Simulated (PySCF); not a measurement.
# Lu(NO2)3: from a template to the relaxed complex

What shape and bonds does Lu(NO2)3 have? It is relaxed from a template within its point group. It is a constructed species; whether it can be made isn't addressed.

Method: PBE, Lu lcecp-1-SVP with ECP60, O def2-SVP, N def2-SVP; scalar-relativistic core potentials, no spin–orbit coupling; program: PySCF 2.14.0.

4 further runs of the same task are left out: 2 for a known fault of the program, 2 that didn't finish. Runs told in other sessions of the task aren't counted.

## (1) The starting structure

10 atoms, charge 0, spin multiplicity 1.

Bond lengths: Lu1–O2 2.385 Å, Lu1–O3 2.385 Å, Lu1–N4 2.826 Å, Lu1–O5 2.385 Å, Lu1–O6 2.385 Å, Lu1–N7 2.826 Å, Lu1–O8 2.385 Å, Lu1–O9 2.385 Å, Lu1–N10 2.826 Å, O2–N4 1.265 Å, O3–N4 1.265 Å, O5–N7 1.265 Å, O6–N7 1.265 Å, O8–N10 1.265 Å, O9–N10 1.265 Å. Angles: O2–Lu1–O3 52.8°, O2–Lu1–N4 26.4°, O2–Lu1–O5 101.8°, O2–Lu1–O6 126.8°, O2–Lu1–N7 116.6°, O2–Lu1–O8 101.8°, O2–Lu1–O9 126.8°, O2–Lu1–N10 116.6°, O3–Lu1–N4 26.4°, O3–Lu1–O5 126.8°, O3–Lu1–O6 101.8°, O3–Lu1–N7 116.6°, O3–Lu1–O8 126.8°, O3–Lu1–O9 101.8°, O3–Lu1–N10 116.6°, N4–Lu1–O5 116.6°, N4–Lu1–O6 116.6°, N4–Lu1–N7 120.0° and more.

Geometry (Å):

```mol
LuN3O6
  3D, bonds by distance, orders not assigned

 10 15  0  0  0  0  0  0  0  0999 V2000
    0.0000    0.0000    0.0000 Lu  0  0
    2.1365    0.0000    1.0600 O   0  0
    2.1365    0.0000   -1.0600 O   0  0
    2.8265    0.0000    0.0000 N   0  0
   -1.0682    1.8503    1.0600 O   0  0
   -1.0682    1.8503   -1.0600 O   0  0
   -1.4132    2.4478    0.0000 N   0  0
   -1.0682   -1.8503    1.0600 O   0  0
   -1.0682   -1.8503   -1.0600 O   0  0
   -1.4132   -2.4478    0.0000 N   0  0
  1  2  8  0
  1  3  8  0
  1  4  8  0
  1  5  8  0
  1  6  8  0
  1  7  8  0
  1  8  8  0
  1  9  8  0
  1 10  8  0
  2  4  8  0
  3  4  8  0
  5  7  8  0
  6  7  8  0
  8 10  8  0
  9 10  8  0
M  END
```

Formal oxidation states: Lu +3. Each metal's 14 4f electrons lie in its core potential, so multiplicities, spins and levels count the valence alone.

## (2) SCF at the start, singlet

Contents of run.py (the lines that set the calculation):

```python
mol = gto.M(atom='''
Lu     0.00000     0.00000     0.00000
O      2.13650     0.00000     1.06000
O      2.13650     0.00000    -1.06000
N      2.82650     0.00000     0.00000
O     -1.06820     1.85030     1.06000
O     -1.06820     1.85030    -1.06000
N     -1.41320     2.44780     0.00000
O     -1.06820    -1.85030     1.06000
O     -1.06820    -1.85030    -1.06000
N     -1.41320    -2.44780     0.00000''',
    basis={'Lu': 'lcecp-1-SVP', 'O': 'def2-SVP', 'N': 'def2-SVP'},
    ecp={'Lu': 'lcecp-1-SVP'},
    charge=0, spin=0)
mf = dft.RKS(mol, xc='PBE')
mf.grids.atom_grid = (50, 194)  # f atoms: unpruned, at least (60, 302)
mf = mf.density_fit()  # fitting sets: Lu AutoAux, O def2-universal-JKFIT, N def2-universal-JKFIT
mf.conv_tol = 1e-08; mf.max_cycle = 55
mf.kernel(dm0)  # dm0: free metal ions and neutral atoms
```

Command:

```console
> OMP_NUM_THREADS=4 python run.py
```

The log of the run:

```text
init E= -660.788815932413
  HOMO = -0.217641775065003  LUMO = -0.113221149582422  gap/eV = 2.84143
cycle= 1 E= -653.917727950251  delta_E= 6.87  |g|=  1.7  |ddm|= 4.22
  HOMO = -0.228702712390422  LUMO = -0.202238097614728  gap/eV = 0.72014
cycle= 2 E= -650.98918712245  delta_E= 2.93  |g|= 4.27  |ddm|= 3.77
  HOMO = -0.266540002583985  LUMO = -0.168279807245549  gap/eV = 2.67380
cycle= 3 E= -654.506632091484  delta_E= -3.52  |g|= 0.161  |ddm|=  2.7
  HOMO = -0.252830381848558  LUMO = -0.155329861437842  gap/eV = 2.65312
cycle= 4 E= -654.507503275655  delta_E= -0.000871  |g|= 0.139  |ddm|= 0.287
  HOMO = -0.259149227266593  LUMO = -0.159669018855252  gap/eV = 2.70699
cycle= 5 E= -654.51158211989  delta_E= -0.00408  |g|= 0.0336  |ddm|= 0.195
  HOMO = -0.258137558888434  LUMO = -0.159453298051419  gap/eV = 2.68534
cycle= 6 E= -654.511903778138  delta_E= -0.000322  |g|= 0.00278  |ddm|= 0.0531
  HOMO = -0.257897422541874  LUMO = -0.159138380979622  gap/eV = 2.68737
cycle= 7 E= -654.511905828634  delta_E= -2.05e-06  |g|= 0.000724  |ddm|= 0.0055
  HOMO = -0.257946812677913  LUMO = -0.159193142426284  gap/eV = 2.68722
cycle= 8 E= -654.511905933379  delta_E= -1.05e-07  |g|= 0.000234  |ddm|= 0.000893
  HOMO = -0.257948712011344  LUMO = -0.159190303239807  gap/eV = 2.68735
cycle= 9 E= -654.511905942159  delta_E= -8.78e-09  |g|= 9.17e-05  |ddm|= 0.000157
  HOMO = -0.257943795511228  LUMO = -0.159187989793289  gap/eV = 2.68728
Extra cycle  E= -654.511905932134  delta_E= 1e-08  |g|= 0.000248  |ddm|= 0.000206
converged SCF energy = -654.511905932134
```

Run time: 11 s. Hardware: 4 threads of Intel Xeon Platinum 8175M at 2.50GHz (Skylake/Cascade Lake), shared host; peak memory 0.8 GiB.

Read off: E = -654.511906 Eh, HOMO -7.02 eV, LUMO -4.33 eV, Mulliken charge on Lu1 +1.02 e. 

## (3) Relaxation, singlet

Steps are kept in the start's point group, D3h.

Contents of run.py (the lines that set the calculation):

```python
mol = gto.M(atom='''
Lu     0.00000     0.00000     0.00000
O      2.13650     0.00000     1.06000
O      2.13650     0.00000    -1.06000
N      2.82647     0.00000     0.00000
O     -1.06825     1.85027     1.06000
O     -1.06825     1.85027    -1.06000
N     -1.41323     2.44780     0.00000
O     -1.06825    -1.85027     1.06000
O     -1.06825    -1.85027    -1.06000
N     -1.41324    -2.44779     0.00000''',
    basis={'Lu': 'lcecp-1-SVP', 'O': 'def2-SVP', 'N': 'def2-SVP'},
    ecp={'Lu': 'lcecp-1-SVP'},
    charge=0, spin=0)
mf = dft.RKS(mol, xc='PBE')
mf.grids.atom_grid = (50, 194)  # f atoms: unpruned, at least (60, 302)
mf = mf.density_fit()  # fitting sets: Lu AutoAux, O def2-universal-JKFIT, N def2-universal-JKFIT
mf.conv_tol = 1e-08; mf.max_cycle = 55
mf.kernel(dm0)  # dm0: an SCF of this state at this start
# quasi-Newton relaxation in Cartesian coordinates to a largest gradient under 0.00045 Eh/bohr, steps kept in the point group
```

Command:

```console
> OMP_NUM_THREADS=4 python run.py
```

No log is kept here; the results follow.

It took 80 s on 4 threads of Intel Xeon Platinum 8175M at 2.50GHz (Skylake/Cascade Lake), shared host.

Relaxation path:

```csv
step,energy from step 1 (eV),largest force component (eV/Å)
1,0.0000,0.9135
2,-0.0985,0.3785
3,-0.1626,0.5388
4,-0.1853,0.1757
5,-0.1863,0.0215
6,-0.1863,0.0001
```

Close pairs (by a distance rule), those that changed most:

```csv
bond,before (Å),after (Å),change (Å)
Lu1–O2,2.385,2.296,-0.089
Lu1–O3,2.385,2.296,-0.089
Lu1–O5,2.385,2.296,-0.089
Lu1–O6,2.385,2.296,-0.089
Lu1–O8,2.385,2.296,-0.089
Lu1–O9,2.385,2.296,-0.089
Lu1–N10,2.826,2.749,-0.078
Lu1–N4,2.826,2.749,-0.078
```

It ends in D3h at E = -654.518753 Eh.

```xyz
10
LuN3O6
Lu    0.00000    0.00000    0.00000
O     2.03584    0.00000    1.06085
O     2.03584    0.00000   -1.06085
N     2.74882    0.00000    0.00000
O    -1.01792    1.76309    1.06085
O    -1.01792    1.76309   -1.06085
N    -1.37441    2.38055    0.00000
O    -1.01792   -1.76309    1.06085
O    -1.01792   -1.76309   -1.06085
N    -1.37441   -2.38054    0.00000
```

## (4) Frequencies and infrared intensities

Contents of run.py (the lines that set the calculation):

```python
mol = gto.M(atom='''
Lu     0.00000     0.00000     0.00000
O      2.03584     0.00000     1.06085
O      2.03584     0.00000    -1.06085
N      2.74882     0.00000     0.00000
O     -1.01792     1.76309     1.06085
O     -1.01792     1.76309    -1.06085
N     -1.37441     2.38055     0.00000
O     -1.01792    -1.76309     1.06085
O     -1.01792    -1.76309    -1.06085
N     -1.37441    -2.38054     0.00000''',
    basis={'Lu': 'lcecp-1-SVP', 'O': 'def2-SVP', 'N': 'def2-SVP'},
    ecp={'Lu': 'lcecp-1-SVP'},
    charge=0, spin=0)
mf = dft.RKS(mol, xc='PBE')
mf.grids.atom_grid = (50, 194)  # f atoms: unpruned, at least (60, 302)
mf = mf.density_fit()  # fitting sets: Lu AutoAux, O def2-universal-JKFIT, N def2-universal-JKFIT
mf.conv_tol = 1e-10; mf.max_cycle = 55
mf.kernel(dm0)  # dm0: the density of the relaxed state
# Hessian and dipole derivatives by central differences of gradients, 0.02 bohr
```

Command:

```console
> OMP_NUM_THREADS=4 python run.py
```

No log is kept here; the results follow.

Run time: 2.9 min. Hardware: 4 threads of Intel Xeon Platinum 8175M at 2.50GHz (Skylake/Cascade Lake), shared host.

Point group D3h; negative numbers are unstable modes, and those under 60 cm⁻¹ are near the numerical noise:

```csv
cm⁻¹,km/mol,symmetry
-58,0.0,a1''
-35,0.0,e''
-35,0.0,e''
46,8.4,a2''
64,4.9,e'
64,4.9,e'
187,0.0,a2'
249,4.6,a2''
252,6.3,e'
252,6.3,e'
268,0.0,e''
268,0.0,e''
275,0.0,a1'
307,52.1,e'
307,52.1,e'
837,33.5,e'
837,33.5,e'
850,0.0,a1'
1194,0.0,e''
1194,0.0,e''
1223,816.1,a2''
1295,29.5,e'
1295,29.5,e'
1299,0.0,a1'
```

## (5) Displaced along the imaginary mode

Steps are kept in the start's point group, D3.

Contents of run.py (the lines that set the calculation):

```python
mol = gto.M(atom='''
Lu     0.00000     0.00000     0.00000
O      2.03584     0.25000     1.06085
O      2.03584    -0.25000    -1.06085
N      2.74882     0.00000     0.00000
O     -1.23442     1.63809     1.06085
O     -0.80141     1.88809    -1.06085
N     -1.37441     2.38055     0.00000
O     -0.80142    -1.88809     1.06085
O     -1.23443    -1.63809    -1.06085
N     -1.37441    -2.38054     0.00000''',
    basis={'Lu': 'lcecp-1-SVP', 'O': 'def2-SVP', 'N': 'def2-SVP'},
    ecp={'Lu': 'lcecp-1-SVP'},
    charge=0, spin=0)
mf = dft.RKS(mol, xc='PBE')
mf.grids.atom_grid = (50, 194)  # f atoms: unpruned, at least (60, 302)
mf = mf.density_fit()  # fitting sets: Lu AutoAux, O def2-universal-JKFIT, N def2-universal-JKFIT
mf.conv_tol = 1e-08; mf.max_cycle = 55
mf.kernel(dm0)  # dm0: an SCF of this state at this start
# quasi-Newton relaxation in Cartesian coordinates to a largest gradient under 0.00045 Eh/bohr, steps kept in the point group
```

Command:

```console
> OMP_NUM_THREADS=4 python run.py
```

The driver keeps no SCF log for this step, only its results.

Run time: 3.1 min. Hardware: 4 threads of Intel Xeon Platinum 8175M at 2.50GHz (Skylake/Cascade Lake), shared host.

Relaxation path:

```csv
step,energy from step 1 (eV),largest force component (eV/Å)
1,0.0000,1.3786
2,-0.1233,0.2195
3,-0.1273,0.0467
4,-0.1285,0.0412
5,-0.1331,0.1418
6,-0.1341,0.0355
7,-0.1347,0.0157
8,-0.1350,0.0089
9,-0.1351,0.0046
```

Close pairs (by a distance rule), those that changed most:

```csv
bond,before (Å),after (Å),change (Å)
O2–N4,1.302,1.278,-0.024
O9–N10,1.302,1.278,-0.024
O3–N4,1.302,1.278,-0.024
O8–N10,1.302,1.278,-0.024
O5–N7,1.302,1.278,-0.024
O6–N7,1.302,1.278,-0.024
Lu1–O6,2.309,2.296,-0.013
Lu1–O5,2.309,2.296,-0.013
```

It ends in D3 at E = -654.518846 Eh.

```csv
atom,x (Å),y (Å),z (Å)
Lu1,0.0000,0.0000,0.0000
O2,2.0363,0.1434,1.0509
O3,2.0363,-0.1435,-1.0509
N4,2.7492,0.0000,0.0000
O5,-1.1424,1.6918,1.0509
O6,-0.8939,1.8352,-1.0509
N7,-1.3746,2.3809,0.0000
O8,-0.8939,-1.8352,1.0509
O9,-1.1424,-1.6918,-1.0509
N10,-1.3746,-2.3809,0.0000
```

## (6) Frequencies and infrared intensities

Contents of run.py (the lines that set the calculation):

```python
mol = gto.M(atom='''
Lu     0.00000     0.00000     0.00000
O      2.03630     0.14345     1.05090
O      2.03630    -0.14346    -1.05090
N      2.74917     0.00000     0.00000
O     -1.14238     1.69176     1.05090
O     -0.89391     1.83521    -1.05090
N     -1.37458     2.38086     0.00000
O     -0.89392    -1.83521     1.05090
O     -1.14239    -1.69176    -1.05090
N     -1.37459    -2.38085     0.00000''',
    basis={'Lu': 'lcecp-1-SVP', 'O': 'def2-SVP', 'N': 'def2-SVP'},
    ecp={'Lu': 'lcecp-1-SVP'},
    charge=0, spin=0)
mf = dft.RKS(mol, xc='PBE')
mf.grids.atom_grid = (50, 194)  # f atoms: unpruned, at least (60, 302)
mf = mf.density_fit()  # fitting sets: Lu AutoAux, O def2-universal-JKFIT, N def2-universal-JKFIT
mf.conv_tol = 1e-10; mf.max_cycle = 55
mf.kernel(dm0)  # dm0: the density of the relaxed state
# Hessian and dipole derivatives by central differences of gradients, 0.02 bohr
```

Command:

```console
> OMP_NUM_THREADS=4 python run.py
```

No log is kept here; the results follow.

It took 3.6 min on 4 threads of Intel Xeon Platinum 8175M at 2.50GHz (Skylake/Cascade Lake), shared host.

Point group D3; negative numbers are unstable modes, and those under 60 cm⁻¹ are near the numerical noise:

```csv
cm⁻¹,km/mol,symmetry
50,8.4,a2
55,4.5,e
55,4.5,e
64,0.0,a1
69,0.2,e
69,0.2,e
216,0.0,a2
253,5.0,a2
268,4.3,e
268,4.3,e
275,0.0,a1
275,9.8,e
275,9.8,e
309,44.7,e
309,44.7,e
840,33.8,e
840,33.8,e
853,0.0,a1
1197,8.2,e
1197,8.2,e
1224,808.8,a2
1296,31.1,e
1296,31.1,e
1300,0.0,a1
```

## (7) Charges, bond orders and levels

run.py (the lines that set the calculation): that of step 6 with these lines changed.

```diff
@@ -15,6 +15,5 @@
 mf = dft.RKS(mol, xc='PBE')
-mf.grids.atom_grid = (50, 194)  # f atoms: unpruned, at least (60, 302)
+mf.grids.atom_grid = (75, 302)  # f atoms: unpruned, at least (60, 302)
 mf = mf.density_fit()  # fitting sets: Lu AutoAux, O def2-universal-JKFIT, N def2-universal-JKFIT
-mf.conv_tol = 1e-10; mf.max_cycle = 55
+mf.conv_tol = 1e-09; mf.max_cycle = 55
 mf.kernel(dm0)  # dm0: the density of the relaxed state
-# Hessian and dipole derivatives by central differences of gradients, 0.02 bohr
```

Command:

```console
> OMP_NUM_THREADS=4 python run.py
```

The log of the run:

```text
init E= -654.518767244927
  HOMO = -0.2649357363285  LUMO = -0.167105062249252  gap/eV = 2.66211
cycle= 1 E= -654.518767159306  delta_E= 8.56e-08  |g|= 0.000675  |ddm|= 0.000639
  HOMO = -0.264940623840024  LUMO = -0.167109817998076  gap/eV = 2.66211
cycle= 2 E= -654.518765568344  delta_E= 1.59e-06  |g|= 0.00287  |ddm|= 0.00255
  HOMO = -0.264939326831828  LUMO = -0.167108533111079  gap/eV = 2.66211
cycle= 3 E= -654.518767250122  delta_E= -1.68e-06  |g|= 0.000105  |ddm|= 0.00208
  HOMO = -0.264938780523208  LUMO = -0.167107830137226  gap/eV = 2.66212
cycle= 4 E= -654.518767252316  delta_E= -2.19e-09  |g|= 1.81e-05  |ddm|= 8.53e-05
  HOMO = -0.264938156984152  LUMO = -0.167106944644371  gap/eV = 2.66212
cycle= 5 E= -654.518767252381  delta_E= -6.43e-11  |g|= 3.44e-06  |ddm|= 1.71e-05
  HOMO = -0.264938254168572  LUMO = -0.167107192829707  gap/eV = 2.66212
Extra cycle  E= -654.518767252373  delta_E= 7.96e-12  |g|= 6.45e-06  |ddm|= 1.18e-05
converged SCF energy = -654.518767252373
```

It took 58 s on 4 threads of Intel Xeon Platinum 8175M at 2.50GHz (Skylake/Cascade Lake), shared host.

Result: E = -654.518767 Eh, HOMO -7.21 eV, LUMO -4.55 eV, Mulliken charge on Lu1 +0.99 e, largest force component 0.015 eV/Å. 

Löwdin charges:

```csv
atom,value (e)
Lu1,0.30
O2,-0.14
O3,-0.14
N4,0.18
O5,-0.14
O6,-0.14
N7,0.18
O8,-0.14
O9,-0.14
N10,0.18
```

Mulliken charges: Lu1 +0.99, O2 -0.29, O3 -0.29, N4 +0.26, O5 -0.29, O6 -0.29, N7 +0.26, O8 -0.29, O9 -0.29, N10 +0.26 e.

Contacts (the nearest donor of each ligand) and Mayer bond orders:

```csv
contact,distance (Å),bond order
Lu1–O3 (NO2),2.296,0.53
Lu1–O5 (NO2),2.296,0.53
Lu1–O8 (NO2),2.296,0.53
```

Mulliken populations of Lu1 outside the core potential: s 2.47, p 6.37, d 1.12, f 0.06.

The fields below are evaluated on a grid from the run's orbitals.

Frontier orbitals at PBE, with the share of their density that lies nearest to each atom:

```csv
orbital,energy (eV),lies on
HOMO-1,-7.21,"N7, N10 about 22 % each; 4 O atoms about 13 % each"
HOMO,-7.21,"N4 29 %; O2, O3 about 17 % each; N7, N10 about 7 % each"
LUMO,-4.55,"N7, N10 about 25 % each; 4 O atoms about 10 % each; Lu1 8 %"
```

ELF in a plane through or near 4 of the atoms.

Values, 10 rows by 14 columns:
```
0.00 0.00 0.00 0.00 0.00 0.00 0.00 0.00 0.00 0.00 0.00 0.00 0.00 0.00
0.00 0.00 0.00 0.00 0.00 0.00 0.00 0.04 0.42 0.69 0.23 0.00 0.00 0.00
0.00 0.00 0.00 0.00 0.00 0.00 0.00 0.18 0.78 0.97 0.90 0.28 0.00 0.00
0.00 0.00 0.10 0.11 0.02 0.00 0.01 0.08 0.41 0.59 0.42 0.08 0.00 0.00
0.00 0.29 0.89 0.84 0.32 0.06 0.41 0.60 0.08 0.04 0.01 0.00 0.00 0.00
0.00 0.48 0.96 0.73 0.49 0.09 0.80 0.50 0.52 0.01 0.00 0.00 0.00 0.00
0.00 0.00 0.28 0.21 0.04 0.01 0.02 0.08 0.13 0.15 0.05 0.00 0.00 0.00
0.00 0.00 0.00 0.00 0.00 0.00 0.01 0.25 0.33 0.76 0.61 0.09 0.00 0.00
0.00 0.00 0.00 0.00 0.00 0.00 0.01 0.32 0.89 0.95 0.77 0.03 0.00 0.00
0.00 0.00 0.00 0.00 0.00 0.00 0.00 0.01 0.17 0.16 0.00 0.00 0.00 0.00
```
The map spans 10.7 Å across and 10.1 Å up, centred on the molecule. Atoms in the plane (x, y in Å): Lu1 (0.0, 0.0), N4 (-2.7, 0.1), N7 (1.5, 2.3), N10 (1.3, -2.4).

On the surface of density 0.002 e/bohr³ the electrostatic potential runs, from the 1st to the 99th percentile, from -0.69 V near N4 to 4.19 V near Lu1.

## (8) Summary of results

| quantity | value |
| --- | --- |
| state and point group | singlet in the valence, D3 |
| first geometry: modes | -58 to 1299 cm⁻¹, 3 unstable |
| first geometry: strongest infrared band (modes within 1.5 cm⁻¹ summed) | 1223 cm⁻¹ (816 km/mol) |
| modes | 50 to 1300 cm⁻¹, none unstable |
| strongest infrared band (modes within 1.5 cm⁻¹ summed) | 1224 cm⁻¹ (809 km/mol) |
| zero-point energy | 0.797 eV |
| ideal gas, 298 K, 1 bar | S = 467.5, Cp = 159.4 J/(mol K) |
| metal–ligand contacts | 2.30 Å |
| frontier levels | HOMO -7.21 eV, LUMO -4.55 eV |
| dipole | 0.00 D |
| mean polarisability | 9.7 Å³ |

At the first geometry 3 modes are unstable, within the noise, so a saddle point isn't shown; the molecule was then pushed along the lowest one and relaxed again. All modes are real within the noise of the softest ones, so the structure is a minimum. The metal carries +0.30 e by Löwdin's partition against a formal +3, and bond orders to the nearest donors reach 0.53. Both measures hang on the basis. Leaving the first, D3h structure gained 0.00 eV and gave D3. One start shape was tried, so another isomer may lie lower. These are double-zeta-type bases without diffuse functions. Spin–orbit coupling is left out. The core potential fixes the 4f count, so no charge can pass from the ligands into that shell.
